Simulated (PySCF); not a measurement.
# C2H8OSi (SMILES CC[SiH2]O) at 6 levels

We compute a comparison of 6 runs (M06-2X/cc-pVDZ, PBE/cc-pVDZ, PBE0/cc-pVDZ, r2SCAN/cc-pVDZ, wB97X/cc-pVDZ, CCSD(T)/cc-pVDZ) of C2H8OSi. 

The calculation is run with PySCF 2.14.0.

1 further run of the same task is left out (set aside as unsound or not needed).

## 1. The system as given

C2H8OSi: 12 atoms, total charge 0, spin state singlet. SMILES: `CC[SiH2]O`. The coordinates come from a PBE0-D4/def2-TZVP relaxation. This is one conformer, not always the lowest.

Bond lengths: C1–C2 1.526 Å, C2–Si3 1.868 Å, Si3–O4 1.653 Å, C1–H5 1.094 Å, C1–H6 1.093 Å, C1–H7 1.093 Å, C2–H8 1.096 Å, C2–H9 1.097 Å, Si3–H10 1.494 Å, Si3–H11 1.484 Å, O4–H12 0.957 Å. Some angles: C1–C2–Si3 113.6°, C2–Si3–O4 112.4°, C1–C2–H8 110.5°, C1–C2–H9 110.5°, Si3–C2–H8 108.4°, Si3–C2–H9 107.5°, C2–C1–H5 111.5°, C2–C1–H6 111.3°, C2–C1–H7 111.8°, C2–Si3–H10 108.7°.

## 2. A single-point energy at M06-2X/cc-pVDZ (run 1)

geometry.xyz reads:

```xyz
12
C2H8OSi
C     -1.462000    -0.315100    -0.130400
C     -0.193100    -0.595200     0.670600
Si     1.348100     0.138200    -0.088600
O      1.258000     1.782700    -0.229600
H     -1.384700    -0.701300    -1.150800
H     -1.659100     0.758300    -0.198700
H     -2.341400    -0.775300     0.326800
H     -0.292100    -0.210900     1.691700
H     -0.031100    -1.675800     0.767200
H      1.555800    -0.473500    -1.435500
H      2.530600    -0.124900     0.769100
H      0.748100     2.137600    -0.957900
```

input.py reads:

```python
from pyscf import gto, dft

molecule = gto.Mole()
molecule.atom = 'geometry.xyz'
molecule.max_memory = 1860
molecule.basis = 'cc-pvdz'
molecule.verbose = 3
molecule.spin = 0
molecule.build()

ks = dft.RKS(molecule)
ks.xc = 'm06-2x'
ks.conv_tol = 1e-10
ks.grids.level = 5
ks.kernel()
if not ks.converged:
    ks = ks.newton().run(ks.mo_coeff, ks.mo_occ)

e_tot = ks.e_tot
print('E(%s) = %.9f' % ('M06-2X', e_tot))
```

On the command line:

```
$ OMP_NUM_THREADS=1 python input.py
```

Log:

```text
converged SCF energy = -445.682277223428
E(M06-2X) = -445.682277223
```

Run time: 46 s. Hardware: 1 thread of Intel Xeon at 2.70GHz, shared host; peak memory 0.57 GiB.

## 3. A single-point energy at PBE/cc-pVDZ (run 2)

calc.py reads:

```python
from pyscf import gto, dft

mol = gto.M(
    atom='''
C     -1.462000    -0.315100    -0.130400
C     -0.193100    -0.595200     0.670600
Si     1.348100     0.138200    -0.088600
O      1.258000     1.782700    -0.229600
H     -1.384700    -0.701300    -1.150800
H     -1.659100     0.758300    -0.198700
H     -2.341400    -0.775300     0.326800
H     -0.292100    -0.210900     1.691700
H     -0.031100    -1.675800     0.767200
H      1.555800    -0.473500    -1.435500
H      2.530600    -0.124900     0.769100
H      0.748100     2.137600    -0.957900
''',
    verbose=4,
    basis='cc-pvdz',
    max_memory=1860,
)

myscf = dft.RKS(mol, xc='pbe')
myscf.conv_tol = 1e-10
myscf.grids.level = 5
myscf.kernel()
if not myscf.converged:
    myscf = myscf.newton().run(myscf.mo_coeff, myscf.mo_occ)

e_final = myscf.e_tot
print('Final energy', e_final)
```

On the command line:

```
$ OMP_NUM_THREADS=1 python calc.py
```

Log:

```text
PySCF version 2.14.0

[... 85 lines left out ...]
converged SCF energy = -445.420099039159
Final energy -445.4200990391589
```

It took 31 s on 1 thread of Intel Xeon at 2.70GHz, shared host; peak memory 0.52 GiB.

Runs 3 to 5 aren't shown in full; the table further down has their settings and results.

## 4. The energy at CCSD(T)/cc-pVDZ (run 6)

calc.py reads:

```python
from pyscf import gto, scf, cc

mol = gto.Mole()
mol.atom = '''
C     -2.762780    -0.595453    -0.246420
C     -0.364906    -1.124765     1.267250
Si     2.547540     0.261160    -0.167430
O      2.377275     3.368815    -0.433881
H     -2.616704    -1.325265    -2.174697
H     -3.135245     1.432979    -0.375489
H     -4.424605    -1.465105     0.617562
H     -0.551989    -0.398543     3.196850
H     -0.058770    -3.166803     1.449798
H      2.940036    -0.894785    -2.712702
H      4.782141    -0.236027     1.453388
H      1.413704     4.039479    -1.810169
'''
mol.verbose = 4
mol.basis = 'cc-pvdz'
mol.unit = 'bohr'
mol.spin = 0
mol.max_memory = 1860
mol.build()

myscf = scf.RHF(mol)
myscf.conv_tol = 1e-10
myscf.kernel()
if not myscf.converged:
    myscf = myscf.newton().run(myscf.mo_coeff, myscf.mo_occ)

mycc = cc.CCSD(myscf, frozen=8)
mycc.kernel()
e_t = mycc.ccsd_t()
energy = mycc.e_tot + e_t
print('Final energy', energy)
```

On the command line:

```
$ OMP_NUM_THREADS=1 python calc.py
```

Log:

```text
PySCF version 2.14.0

[... 66 lines left out ...]
converged SCF energy = -444.236407256522
[... 12 lines left out ...]
Init t2, MP2 energy = -444.818876275065  E_corr(MP2) -0.582469018543171
[... 12 lines left out ...]
CCSD converged
[... 2 lines left out ...]
Final energy -444.8876643566721
```

Run time: 51 s. Hardware: 1 thread of Intel Xeon at 2.70GHz, shared host; peak memory 0.64 GiB.

## 5. All runs side by side

```
run            level  integration grid  frozen core orbitals  energy (Eh)  dipole moment (D) of the reference  HOMO energy (eV)  LUMO energy (eV)  wall time
  1   M06-2X/cc-pVDZ                 5                     –  -445.682277                                1.58             -9.12              1.75       46 s
  2      PBE/cc-pVDZ                 5                     –  -445.420099                                1.55             -6.40              0.05       31 s
  3     PBE0/cc-pVDZ                 5                     –  -445.476235                                1.60             -7.86              0.97       28 s
  4   r2SCAN/cc-pVDZ                 5                     –  -445.662861                                1.59             -6.76              0.57       52 s
  5    wB97X/cc-pVDZ                 5                     –  -445.735469                                1.60            -10.26              3.12       41 s
  6  CCSD(T)/cc-pVDZ                 –                     8  -444.887664                                1.70            -11.28              4.23       51 s
```

## 6. What came out

```
                                          quantity          value
                               run 6: total energy  -444.88766 Eh
       run 6: dipole moment (Hartree–Fock density)         1.70 D
        run 6: HOMO energy (Hartree–Fock orbitals)      -11.28 eV
        run 6: LUMO energy (Hartree–Fock orbitals)        4.23 eV
      run 6: HOMO–LUMO gap (Hartree–Fock orbitals)       15.51 eV
run 6: correlation energy (8 core orbitals frozen)     -651.3 mEh
                             run 6: (T) correction     -15.69 mEh
                              run 6: T1 diagnostic          0.009
```

**Reading.** Over runs 1, 2, 3, 4, 5 the dipole moment (its size) runs from 1.55 D (PBE/cc-pVDZ) to 1.60 D (PBE0/cc-pVDZ). Over runs 1, 2, 3, 4, 5 the HOMO–LUMO gap runs from 6.45 eV (PBE/cc-pVDZ) to 13.38 eV (wB97X/cc-pVDZ). Totals of different functionals can't be ranked against each other. All runs together took 4.1 min, the longest 52 s.
